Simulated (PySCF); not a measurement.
# Se6: the cost of one run

Computed with PySCF 2.14.0, with density-fitted response routines of our own, on a single molecule, in the gas phase or a continuum. Atoms count from 0, in the outputs and in this text.

## 1. The starting structure

6 atoms, charge 0, multiplicity 1; geometry from: GFN2-xTB. The atoms were then displaced at random by about 0.01 Å, so the start is not that level's minimum.

Bonds of the start (Å): Se0–Se1 2.35, Se1–Se2 2.36, Se2–Se3 2.30, Se3–Se4 2.37, Se4–Se5 2.34, Se5–Se0 2.37.

## 2. Geometry optimisation at PBE0-D3(BJ)/def2-TZVP

Job settings and geometry (Å):

```
{"job": {"xc": "PBE0", "basis": "def2-TZVP", "d3": "d3bj", "grid": 2, "shake": 0.01, "kind": "geom"}, "charge": 0, "multiplicity": 1}
Se     1.110670    -1.866750    -0.260240
Se     2.136080     0.117660     0.478090
Se     0.926240     1.793290    -0.665040
Se    -1.055880     1.845460     0.509430
Se    -2.144350    -0.128360    -0.237500
Se    -0.948600    -1.791300     0.903610
```

On the command line:

```bash
$ OMP_NUM_THREADS=1 python probes_run.py task.json out
```

The driver reads the jobs from task.json and runs them one after another.

**Question.** How long does this first job take on 1 thread of Arm Neoverse V1, shared host, and how much memory does it need?

About 9.8 min, with a peak of 1.9 GiB.
